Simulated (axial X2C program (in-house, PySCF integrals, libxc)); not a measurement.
# CuS: EOM-IP-CCSD levels

Aim: EOM-IP-CCSD levels of CuS, with spin–orbit coupling in the Hamiltonian from the start.

Computed with an in-house X2C program for linear molecules on PySCF integrals. Level: two-component X2C with atomic mean-field terms, Cu dyall-acv3z, S dyall-av3z.

All values are calculated.

## Step 1: Set-up

The input, task.json:

```json
{"zs": [29, 16], "q": 0, "bas": ["dyall-acv3z", "dyall-av3z"], "r0": 2.09, "eom": "ip", "rq": -1, "thr": -2.0, "nmax": 95, "grid": [1, 0.96, 1.045, 0.92, 1.09, 1.15]}
```

Keys: zs atomic numbers; q charge; bas basis sets; r0 starting distance in Å; eom kind of EOM run; thr threshold in hartree for freezing inner shells (an s shell follows its p shell); nmax most natural virtual spinors; grid distances as factors.

On the command line:

```bash
$ python soeom.py task.json out
```

After this run come: EOM-IP-CCSD at 2.038 Å.

**Question.** What will these runs give? Wanted: next root led by one particle; T1 of the reference; lowest state, Re and ωe.

The runs gave:

| quantity | value |
| --- | --- |
| lowest root at 2.038 Å | Ω = 3/2, 1.815 eV |
| next root led by one particle | Ω = 1/2, about 440 cm⁻¹ higher |
| T1 of the reference | 0.035 |
| lowest state, Re and ωe | 2.071 Å, 410 cm⁻¹ |

What this shows: Removing an electron from the reference determinant of CuS⁻ costs 1.82 eV and empties a spinor of 77% S pπ, 11% Cu pπ, 11% Cu dπ. Errors of 0.1 to 0.3 eV are usual at this size, and roots led by higher excitations are left out, so the list is incomplete, and low states of that kind can be missing. T1 or the largest double amplitude of the reference is raised, which lowers the reliability. The bond is 0.025 Å longer than in the closed-shell reference at CCSD (2.046 Å).
